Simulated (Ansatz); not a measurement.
# ClGaH2: reaction (reductive elimination), part 2 of 2

Aim: the minimum-energy path and barrier of the reaction (reductive elimination). The ends are relaxed first, then joined by a nudged elastic band. Meant to form: Cl2–H3; to break: Ga1–Cl2, Ga1–H3. The start is a guess near the saddle point, from which both ends are pulled out.

Ansatz 0.2.0; RKS PBE/def2-SVP.

### Step 9. Vibrations at the top

The geometry is the highest inner image of the first converged band.

input.yaml reads:

```yaml
crystal:
  periodic: [false, false, false]
  atoms:
    - { symbol: Ga, position_ang: [0.250385, 0.0, -0.562988] }
    - { symbol: Cl, position_ang: [1.304815, 0.0, 1.811784] }
    - { symbol: H, position_ang: [1.744874, 0.0, 0.205136] }
    - { symbol: H, position_ang: [-1.342474, 0.0, -0.323732] }
basis:
  gaussian: { orbitals: def2-SVP }
hamiltonian:
  xc: pbe
phonons: {}
```

Started as:

```bash
$ ansatz run input.yaml --threads 1 --pin off --max-ram 2048MiB --backend cpu --events-out ev --progress --plain --runs-dir out
```

The log of the run (excerpt; [...] marks lines left out):

```text
Warning: RAYON_NUM_THREADS=1 ignored (pool sized by the plan → 1); use --threads N
[...]
Functional definition: PBE
[...]
666 factors; their error is unknown
[...]
mean field -64908.27623653 eV, -2385.3351552826 hartree, gradient 5.6e-5 eV, S^2 0.000000; 0 other end points of the search recorded, 0 dependent functions left out
[...]
reference -64908.27626748 eV, -2385.3351564199 hartree; 25, 25 occupied and 35, 35 virtual orbitals, 666 factors
[...]
666 factors; their error is unknown
mean field -64908.27620586 eV, -2385.3351541557 hartree, gradient 1.9e-6 eV, S^2 0.000000; 0 other end points of the search recorded, 0 dependent functions left out
[...]
reference -64908.27623681 eV, -2385.3351552930 hartree; 25, 25 occupied and 35, 35 virtual orbitals, 666 factors
[...]
666 factors; their error is unknown
mean field -64908.27615020 eV, -2385.3351521103 hartree, gradient 1.8e-6 eV, S^2 0.000000; 0 other end points of the search recorded, 0 dependent functions left out
[...]
reference -64908.27626522 eV, -2385.3351563369 hartree; 25, 25 occupied and 35, 35 virtual orbitals, 666 factors
[...]
666 factors; their error is unknown
mean field -64908.27623476 eV, -2385.3351552178 hartree, gradient 2.6e-6 eV, S^2 0.000000; 0 other end points of the search recorded, 0 dependent functions left out
[...]
reference -64908.27626571 eV, -2385.3351563551 hartree; 25, 25 occupied and 35, 35 virtual orbitals, 666 factors
WARN: phonons: modes at or below zero, which the zero-point energy, F, S and C_V leave out: 1, the lowest at -714.64 cm⁻¹. A minimum has none, and a first-order saddle one
Total energy: -64908.27626748 eV, -2385.3351564199 hartree
Atom 0 at     0.250385     0.000000    -0.562988 Å, force     0.011110     0.000000     0.000829 eV/Å
Atom 1 at     1.304815     0.000000     1.811784 Å, force     0.002323     0.000000     0.002915 eV/Å
Atom 2 at     1.744874     0.000000     0.205136 Å, force    -0.008322    -0.000000    -0.003607 eV/Å
Atom 3 at    -1.342474     0.000000    -0.323732 Å, force    -0.005111    -0.000000    -0.000137 eV/Å
Dipole moment:    -0.132849     0.000000    -0.420566 e Å
Vibrations: -714.64 273.06 522.11 530.27 1486.27 1786.39 cm⁻¹, zero-point energy 0.285046 eV
```

Wall time 13 s (1 thread of Arm Neoverse V1, shared host); peak memory 0.094 GiB.

Of 6 modes, 1 is imaginary by more than 30 cm⁻¹ (715i cm⁻¹).

### Step 10. Dynamics from the top

It starts at the highest inner image of the first converged band: 200 steps of 0.5 fs at constant energy, with velocities drawn for 300 K.

Changes to input.yaml since step 9:

```diff
@@ -11,2 +11,8 @@
   xc: pbe
-phonons: {}
+md:
+  timestep: 0.5
+  n_steps: 200
+  ensemble: nve
+  temperature: 300.0
+  initial_velocities: maxwell_boltzmann
+  seed: 9562
```

Started as:

```bash
$ ansatz run input.yaml --threads 1 --pin off --max-ram 2048MiB --backend cpu --events-out ev --progress --plain --runs-dir out
```

The log of the run (excerpt; [...] marks lines left out):

```text
Warning: RAYON_NUM_THREADS=1 ignored (pool sized by the plan → 1); use --threads N
[...]
[... 1 set-up line as earlier in the session ...]
[...]
666 factors; their error is unknown
[...]
mean field -64908.27623653 eV, -2385.3351552826 hartree, gradient 5.6e-5 eV, S^2 0.000000; 0 other end points of the search recorded, 0 dependent functions left out
[...]
reference -64908.27626748 eV, -2385.3351564199 hartree; 25, 25 occupied and 35, 35 virtual orbitals, 666 factors
md step     0: t =     0.00 fs  T =   300.0 K  F+E_penalty+E_count = -64908.27623653 eV  E_kin = 0.077556 eV  conserved = -64908.19868053 eV  (27 SCF iters)
[...]
md step    24: t =    12.00 fs  T =   298.2 K  F+E_penalty+E_count = -64908.27569827 eV  E_kin = 0.077078 eV  conserved = -64908.19862048 eV  (25 SCF iters)
[...]
md step    48: t =    24.00 fs  T =  2827.9 K  F+E_penalty+E_count = -64908.92953801 eV  E_kin = 0.731077 eV  conserved = -64908.19846097 eV  (23 SCF iters)
[...]
md step    72: t =    36.00 fs  T =  5718.7 K  F+E_penalty+E_count = -64909.67765894 eV  E_kin = 1.478397 eV  conserved = -64908.19926162 eV  (23 SCF iters)
[...]
md step    96: t =    48.00 fs  T =  4472.2 K  F+E_penalty+E_count = -64909.35518778 eV  E_kin = 1.156150 eV  conserved = -64908.19903805 eV  (23 SCF iters)
md step    97: t =    48.50 fs  T =  4593.8 K  F+E_penalty+E_count = -64909.38667704 eV  E_kin = 1.187588 eV  conserved = -64908.19908893 eV  (23 SCF iters)
```

### Step 11. The log goes on: dynamics from the highest image of the converged band

Output, continued (excerpt; [...] marks lines left out):

```text
md step    98: t =    49.00 fs  T =  4706.7 K  F+E_penalty+E_count = -64909.41591704 eV  E_kin = 1.216776 eV  conserved = -64908.19914150 eV  (23 SCF iters)
[...]
md step   123: t =    61.50 fs  T =  2351.5 K  F+E_penalty+E_count = -64908.80633001 eV  E_kin = 0.607917 eV  conserved = -64908.19841308 eV  (24 SCF iters)
[...]
md step   148: t =    74.00 fs  T =  5571.2 K  F+E_penalty+E_count = -64909.63913605 eV  E_kin = 1.440255 eV  conserved = -64908.19888115 eV  (23 SCF iters)
[...]
md step   173: t =    86.50 fs  T =  2367.1 K  F+E_penalty+E_count = -64908.80999521 eV  E_kin = 0.611931 eV  conserved = -64908.19806450 eV  (24 SCF iters)
[...]
md step   198: t =    99.00 fs  T =  3836.9 K  F+E_penalty+E_count = -64909.19100252 eV  E_kin = 0.991912 eV  conserved = -64908.19909029 eV  (23 SCF iters)
md step   199: t =    99.50 fs  T =  4047.9 K  F+E_penalty+E_count = -64909.24566857 eV  E_kin = 1.046473 eV  conserved = -64908.19919602 eV  (23 SCF iters)
[...]
md step   200: t =   100.00 fs  T =  4238.4 K  F+E_penalty+E_count = -64909.29498742 eV  E_kin = 1.095709 eV  conserved = -64908.19927832 eV  (25 SCF iters)
Total energy: -64909.29502100 eV, -2385.3725949213 hartree
Atom 0 at     0.250307     0.005586    -0.517170 Å, force     0.834099    -0.428499     1.013231 eV/Å
Atom 1 at     1.304361    -0.007751     1.793794 Å, force    -1.459321    -0.055667    -2.045785 eV/Å
Atom 2 at     1.571313     0.333352    -1.312341 Å, force    -0.046453     0.160228    -0.106760 eV/Å
Atom 3 at    -1.147574    -0.447128    -1.342753 Å, force     0.671675     0.323938     1.139313 eV/Å
Dipole moment:    -0.356215     0.021312    -0.518828 e Å
```

It took 3.7 min on 1 thread of Arm Neoverse V1, shared host; peak memory 0.1 GiB.

### Step 12. What the atoms did

The trajectory, every 11 steps (energies from step 0):

```tsv
time (fs)	T (K)	potential energy change (meV/atom)	total energy change (meV/atom)	Cl2–H3 (Å)	Ga1–Cl2 (Å)
0.0	300	0.0	0.00	1.67	2.60
5.5	122	11.6	0.06	1.72	2.58
11.0	296	0.3	0.01	1.77	2.57
16.5	463	-10.4	0.09	1.90	2.55
22.0	1959	-107.1	0.06	2.25	2.52
27.5	4773	-289.2	-0.12	2.85	2.48
33.0	6285	-387.0	-0.19	3.47	2.41
38.5	4734	-286.6	-0.05	3.82	2.31
44.0	3604	-213.5	0.05	3.78	2.21
49.5	4808	-291.5	-0.13	3.54	2.10
55.0	3943	-235.6	-0.15	3.47	2.00
60.5	2132	-118.3	0.10	3.31	1.96
66.0	4737	-286.9	-0.14	2.91	1.98
71.5	6004	-368.8	-0.17	2.67	2.06
77.0	5343	-326.0	-0.01	2.72	2.17
82.5	4849	-294.3	-0.28	2.83	2.29
88.0	2024	-111.4	0.03	3.04	2.39
93.5	1875	-101.7	0.06	3.23	2.47
99.0	3837	-228.7	-0.10	3.16	2.53
100.0	4238	-254.7	-0.15	3.14	2.54
```

time (fs), T (K) and a bar:
```
      0.0        300 #
      4.5        138 
      8.5        209 
     13.0        289 #
     17.5        637 ###
     21.5       1776 ########
     26.0       3925 ###################
     30.5       5990 ##############################
     35.0       6012 ##############################
     39.0       4531 ######################
     43.5       3572 #################
     48.0       4472 ######################
     52.0       4982 #########################
     56.5       3114 ###############
     61.0       2219 ###########
     65.0       4122 ####################
     69.5       6044 ##############################
     74.0       5571 ############################
     78.5       5447 ###########################
     82.5       4849 ########################
     87.0       2212 ###########
     91.5       1790 ########
     95.5       2330 ###########
    100.0       4238 #####################
```

The last frame stands with the bonds of end A.

### Step 13. Dynamics from the top

It starts at the highest inner image of the first converged band: 200 steps of 0.5 fs at constant energy, with velocities drawn for 100 K.

Changes to input.yaml since step 10:

```diff
@@ -15,4 +15,4 @@
   ensemble: nve
-  temperature: 300.0
+  temperature: 100.0
   initial_velocities: maxwell_boltzmann
-  seed: 9562
+  seed: 9563
```

Started as:

```bash
$ ansatz run input.yaml --threads 1 --pin off --max-ram 2048MiB --backend cpu --events-out ev --progress --plain --runs-dir out
```

The log of the run (excerpt; [...] marks lines left out):

```text
Warning: RAYON_NUM_THREADS=1 ignored (pool sized by the plan → 1); use --threads N
[...]
[... 1 set-up line as earlier in the session ...]
[...]
666 factors; their error is unknown
[...]
mean field -64908.27623653 eV, -2385.3351552826 hartree, gradient 5.6e-5 eV, S^2 0.000000; 0 other end points of the search recorded, 0 dependent functions left out
[...]
reference -64908.27626748 eV, -2385.3351564199 hartree; 25, 25 occupied and 35, 35 virtual orbitals, 666 factors
md step     0: t =     0.00 fs  T =   100.0 K  F+E_penalty+E_count = -64908.27623653 eV  E_kin = 0.025852 eV  conserved = -64908.25038453 eV  (27 SCF iters)
[...]
md step    24: t =    12.00 fs  T =    62.3 K  F+E_penalty+E_count = -64908.26646389 eV  E_kin = 0.016105 eV  conserved = -64908.25035930 eV  (26 SCF iters)
[...]
md step    48: t =    24.00 fs  T =   797.5 K  F+E_penalty+E_count = -64908.45630959 eV  E_kin = 0.206161 eV  conserved = -64908.25014899 eV  (24 SCF iters)
[...]
md step    72: t =    36.00 fs  T =  5819.7 K  F+E_penalty+E_count = -64909.75581448 eV  E_kin = 1.504496 eV  conserved = -64908.25131801 eV  (23 SCF iters)
[...]
md step    96: t =    48.00 fs  T =  3732.5 K  F+E_penalty+E_count = -64909.21556522 eV  E_kin = 0.964939 eV  conserved = -64908.25062656 eV  (24 SCF iters)
md step    97: t =    48.50 fs  T =  3670.2 K  F+E_penalty+E_count = -64909.19942626 eV  E_kin = 0.948823 eV  conserved = -64908.25060296 eV  (24 SCF iters)
```

### Step 14. The output, continued: dynamics from the highest image of the converged band

The log, continued (excerpt; [...] marks lines left out):

```text
md step    98: t =    49.00 fs  T =  3619.8 K  F+E_penalty+E_count = -64909.18637218 eV  E_kin = 0.935791 eV  conserved = -64908.25058129 eV  (24 SCF iters)
[...]
md step   123: t =    61.50 fs  T =  3342.9 K  F+E_penalty+E_count = -64909.11491477 eV  E_kin = 0.864212 eV  conserved = -64908.25070317 eV  (24 SCF iters)
[...]
md step   148: t =    74.00 fs  T =  5436.7 K  F+E_penalty+E_count = -64909.65698706 eV  E_kin = 1.405485 eV  conserved = -64908.25150169 eV  (24 SCF iters)
[...]
md step   173: t =    86.50 fs  T =  5414.5 K  F+E_penalty+E_count = -64909.65139864 eV  E_kin = 1.399751 eV  conserved = -64908.25164752 eV  (23 SCF iters)
[...]
md step   198: t =    99.00 fs  T =  1650.8 K  F+E_penalty+E_count = -64908.67687963 eV  E_kin = 0.426775 eV  conserved = -64908.25010450 eV  (24 SCF iters)
md step   199: t =    99.50 fs  T =  1804.8 K  F+E_penalty+E_count = -64908.71673965 eV  E_kin = 0.466582 eV  conserved = -64908.25015736 eV  (24 SCF iters)
[...]
md step   200: t =   100.00 fs  T =  1989.8 K  F+E_penalty+E_count = -64908.76462947 eV  E_kin = 0.514400 eV  conserved = -64908.25022969 eV  (26 SCF iters)
Total energy: -64908.76466266 eV, -2385.3531046120 hartree
Atom 0 at     0.250760     0.004450    -0.486483 Å, force     2.561060    -0.047493    -0.680552 eV/Å
Atom 1 at     1.292541    -0.009261     1.750770 Å, force    -1.545493     0.052299    -1.912359 eV/Å
Atom 2 at     1.641811    -0.133220    -1.486191 Å, force    -0.661461     0.000257     0.995875 eV/Å
Atom 3 at    -0.833720     0.151080    -1.778445 Å, force    -0.354106    -0.005062     1.597035 eV/Å
Dipole moment:    -0.429290     0.010856    -0.252293 e Å
```

It took 3.7 min on 1 thread of Arm Neoverse V1, shared host; peak memory 0.099 GiB.

### Step 15. What the atoms did

One step in 8; energies are changes from step 0:

```tsv
time (fs)	T (K)	potential energy change (meV/atom)	total energy change (meV/atom)	Cl2–H3 (Å)	Ga1–Cl2 (Å)
0.0	100	0.0	0.00	1.67	2.60
4.0	83	1.1	0.00	1.66	2.58
8.0	74	1.7	0.00	1.66	2.57
12.0	62	2.4	0.01	1.68	2.56
16.0	102	-0.1	0.01	1.72	2.55
20.0	273	-11.2	0.02	1.81	2.54
24.0	797	-45.0	0.06	1.98	2.53
28.0	2214	-136.5	0.07	2.28	2.51
32.0	4555	-288.1	-0.15	2.75	2.48
36.0	5820	-369.9	-0.23	3.28	2.44
40.0	5386	-341.7	-0.14	3.69	2.38
44.0	4496	-284.2	-0.10	3.87	2.32
48.0	3733	-234.8	-0.06	3.81	2.24
52.0	3655	-229.7	-0.01	3.63	2.17
56.0	4665	-295.3	-0.28	3.56	2.09
60.0	4002	-252.3	-0.17	3.56	2.02
64.0	2533	-157.3	0.00	3.44	1.98
68.0	2852	-177.9	-0.02	3.15	1.96
72.0	4707	-297.9	-0.18	2.85	1.98
76.0	5585	-354.7	-0.22	2.70	2.04
80.0	5252	-333.0	-0.04	2.68	2.11
84.0	5712	-362.9	-0.22	2.69	2.19
88.0	4657	-294.7	-0.17	2.79	2.27
92.0	2581	-160.4	-0.03	3.00	2.35
96.0	1471	-88.6	0.05	3.21	2.41
100.0	1990	-122.1	0.04	3.26	2.47
```

time (fs), T (K) and a bar:
```
      0.0        100 
      4.5         81 
      8.5         73 
     13.0         63 
     17.5        146 
     21.5        404 ##
     26.0       1358 #######
     30.5       3659 ###################
     35.0       5703 ##############################
     39.0       5578 #############################
     43.5       4608 ########################
     48.0       3733 ####################
     52.0       3655 ###################
     56.5       4735 #########################
     61.0       3561 ###################
     65.0       2416 #############
     69.5       3450 ##################
     74.0       5437 #############################
     78.5       5323 ############################
     82.5       5505 #############################
     87.0       5203 ###########################
     91.5       2767 ##############
     95.5       1556 ########
    100.0       1990 ##########
```

The last frame stands with the bonds of end A.

### Step 16. Outcome

This closing draws on all 2 parts.

```
                         quantity                               value
                            end A             4 moves, 0.405 eV lower
                            end B             4 moves, 0.048 eV lower
                 barrier forwards                            2.039 eV
                barrier backwards                            0.197 eV
     second end relative to first                           +1.842 eV
                    highest image               4 of 0 to 6, climbing
                  band iterations                                   7
               pieces at the ends                  ClGaH2 → ClH + GaH
       imaginary modes at the top                           715i cm⁻¹
trajectory at 300 K, after 100 fs  with the bonds of end A, at 4238 K
trajectory at 100 K, after 100 fs  with the bonds of end A, at 1990 K
```

**Reading.** The top lies 2.04 eV above the first end, or 79 kT at room temperature, which at an assumed attempt frequency of 10^13 s⁻¹ means a rate near 10^-21 s⁻¹. The second end lies 1.84 eV above the first, so the way back costs 0.20 eV. By distance, end A alone has Ga1–Cl2, Ga1–H3 and end B alone has Cl2–H3. One imaginary mode, as a first-order saddle point has. These are electronic energies, with no zero-point or thermal terms. Semilocal functionals tend to give barriers that are too low.
